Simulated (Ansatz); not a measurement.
# C₂H₈OSi: basis-set convergence

One table from this session's results is given with a row withheld; the runs are named, their logs left out.

The runs use Ansatz 0.2.0, Gaussian basis; one geometry, several basis sets.

Plan: PBE0-D4/def2-SVP; ωB97M-V/def2-SVP; PBE0-D4/def2-QZVPP; ωB97M-V/def2-QZVPP; the functionals' def2-TZVPP values are taken from earlier runs.

### The relaxed structure

The geometry comes from an earlier relaxation with PBE0-D4 in a triple-zeta def2 set; it is a stationary point, not always the lowest conformer.

12 atoms, charge 0, spin multiplicity 1.

Atoms are counted from 1 here; the program's logs count them from 0.

Bond lengths: C1–O2 1.406 Å, C1–H5 1.092 Å, C1–H6 1.097 Å, C1–H7 1.096 Å, O2–Si3 1.646 Å, Si3–C4 1.864 Å, Si3–H8 1.494 Å, Si3–H9 1.483 Å, C4–H10 1.093 Å, C4–H11 1.094 Å, C4–H12 1.093 Å. Angles: O2–C1–H5 108.4°, O2–C1–H6 111.7°, O2–C1–H7 111.6°, H5–C1–H6 108.3°, H5–C1–H7 108.2°, H6–C1–H7 108.4°, C1–O2–Si3 122.9°, O2–Si3–C4 112.5°, O2–Si3–H8 109.3°, O2–Si3–H9 105.4°, C4–Si3–H8 108.9°, C4–Si3–H9 110.9°, H8–Si3–H9 109.8°, Si3–C4–H10 111.6°, Si3–C4–H11 110.0°, Si3–C4–H12 111.1°, H10–C4–H11 107.6°, H10–C4–H12 108.3° and more.

Coordinates:

| atom | x (Å) | y (Å) | z (Å) |
| --- | --- | --- | --- |
| C1 | 0.0909 | 1.5995 | -1.0107 |
| O2 | 0.7153 | 0.3403 | -1.0463 |
| Si3 | 0.8131 | -0.6473 | 0.2669 |
| C4 | -0.8542 | -1.2770 | 0.8134 |
| H5 | 0.3065 | 2.1180 | -1.9468 |
| H6 | 0.4644 | 2.2144 | -0.1822 |
| H7 | -0.9972 | 1.5081 | -0.9115 |
| H8 | 1.4431 | 0.0964 | 1.3985 |
| H9 | 1.6917 | -1.7679 | -0.1488 |
| H10 | -1.5088 | -0.4600 | 1.1272 |
| H11 | -0.7373 | -1.9538 | 1.6647 |
| H12 | -1.3505 | -1.8257 | 0.0095 |

Set-up of the first run:

Contents of in.yaml:

```yaml
crystal:
  periodic: [false, false, false]
  atoms:
    - {symbol: C, position_ang: [0.090913, 1.599502, -1.010710]}
    - {symbol: O, position_ang: [0.715314, 0.340310, -1.046324]}
    - {symbol: Si, position_ang: [0.813079, -0.647301, 0.266875]}
    - {symbol: C, position_ang: [-0.854178, -1.277028, 0.813411]}
    - {symbol: H, position_ang: [0.306486, 2.118040, -1.946783]}
    - {symbol: H, position_ang: [0.464358, 2.214361, -0.182192]}
    - {symbol: H, position_ang: [-0.997171, 1.508076, -0.911535]}
    - {symbol: H, position_ang: [1.443101, 0.096371, 1.398528]}
    - {symbol: H, position_ang: [1.691660, -1.767902, -0.148769]}
    - {symbol: H, position_ang: [-1.508818, -0.460020, 1.127203]}
    - {symbol: H, position_ang: [-0.737347, -1.953775, 1.664729]}
    - {symbol: H, position_ang: [-1.350495, -1.825736, 0.009468]}
basis:
  gaussian: {orbitals: def2-SVP}
hamiltonian: {xc: pbe0, dispersion: d4}
output: {orbitals: {seedname: orbitals}}
```

On the command line:

```
$ ansatz run in.yaml --threads 4 --pin off --events-out ev --progress --plain --max-ram 10444MiB
```

Among the steps run: PBE0-D4 in def2-SVP; ωB97M-V in def2-SVP; PBE0-D4 in def2-QZVPP; ωB97M-V in def2-QZVPP.

One table of the session follows, with a row left open; its other results are not shown here.

It belongs to the step «Functionals by basis». 

| functional | basis | HOMO (eV) | LUMO (eV) |
| --- | --- | --- | --- |
| PBE0-D4 | def2-SVP | -7.82 | 1.42 |
| PBE0-D4 | def2-TZVPP | -7.95 | 0.87 |
| PBE0-D4 | def2-QZVPP | -7.98 | 0.57 |
| ωB97M-V | def2-SVP | -10.16 | 3.21 |
| ωB97M-V | def2-TZVPP | -10.31 | 2.46 |
| ωB97M-V | def2-QZVPP | ? | ? |

**Question.** Estimate the row for ωB97M-V, def2-QZVPP.

**Answer.** HOMO (eV): -10.33; LUMO (eV): 1.72. In the column «HOMO (eV)» it is the lowest.
